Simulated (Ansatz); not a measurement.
# CsAs3: the cost of one run

Program: Ansatz 0.2.0. Level of theory: DFT PBE, scalar-relativistic, plane waves, PAW. These are calculated values, not measurements.

## (1) The system as given

Symmetry: Fm-3m, No. 225, cubic system. The conventional cell has a = 7.783 Å, b = 7.783 Å, c = 7.783 Å, α = 90.00°, β = 90.00°, γ = 90.00°. Cs (site symmetry m-3m) has 8 As at 3.37 Å in its first shell of neighbours. Around As (site symmetry -43m) lie 4 Cs at 3.37 Å and 4 As at 3.37 Å. As (site symmetry m-3m) is surrounded by 8 As at 3.37 Å.

Coordinates:

```
Cs As
1.0
     0.00000    3.89133    3.89133
     3.89133    0.00000    3.89133
     3.89133    3.89133    0.00000
Cs As
1 3
Direct
  0.00000 0.00000 0.00000
  0.25000 0.25000 0.25000
  0.75000 0.75000 0.75000
  0.50000 0.50000 0.50000
```

A structure generator made this guess: species swapped into a database cell of PrCd3 (Fm-3m, No. 225), with Cs on the Pr sites and As on the Cd sites. Its size is a rough estimate.

## (2) The guess as it stands, on a coarse mesh

Input file input.yaml:

```yaml
crystal:
  lattice:
    - [0.0, 3.89132874, 3.89132874]
    - [3.89132874, 0.0, 3.89132874]
    - [3.89132874, 3.89132874, 0.0]
  atoms:
    - { symbol: Cs, position: [0.0, 0.0, 0.0] }
    - { symbol: As, position: [0.25, 0.25, 0.25] }
    - { symbol: As, position: [0.75, 0.75, 0.75] }
    - { symbol: As, position: [0.5, 0.5, 0.5] }
basis:
  ecutwfc: 420
kpoints:
  mp_grid: { grid: [4, 4, 4] }
hamiltonian:
  xc: pbe
scf:
  occupations: { method: gaussian, width: 0.1 }
  lower_state_search: "off"
output:
  forces: true
  stress: true
  eigenvalues: true
```

Command:

```
ansatz run input.yaml --threads 1 --pin off --max-ram 2560MiB --backend cpu --events-out ev --progress --plain --runs-dir out
```

What time and memory should one allow on 1 thread of Arm Neoverse N1, shared host?

About 3.7 s, with a peak of 0.36 GiB.
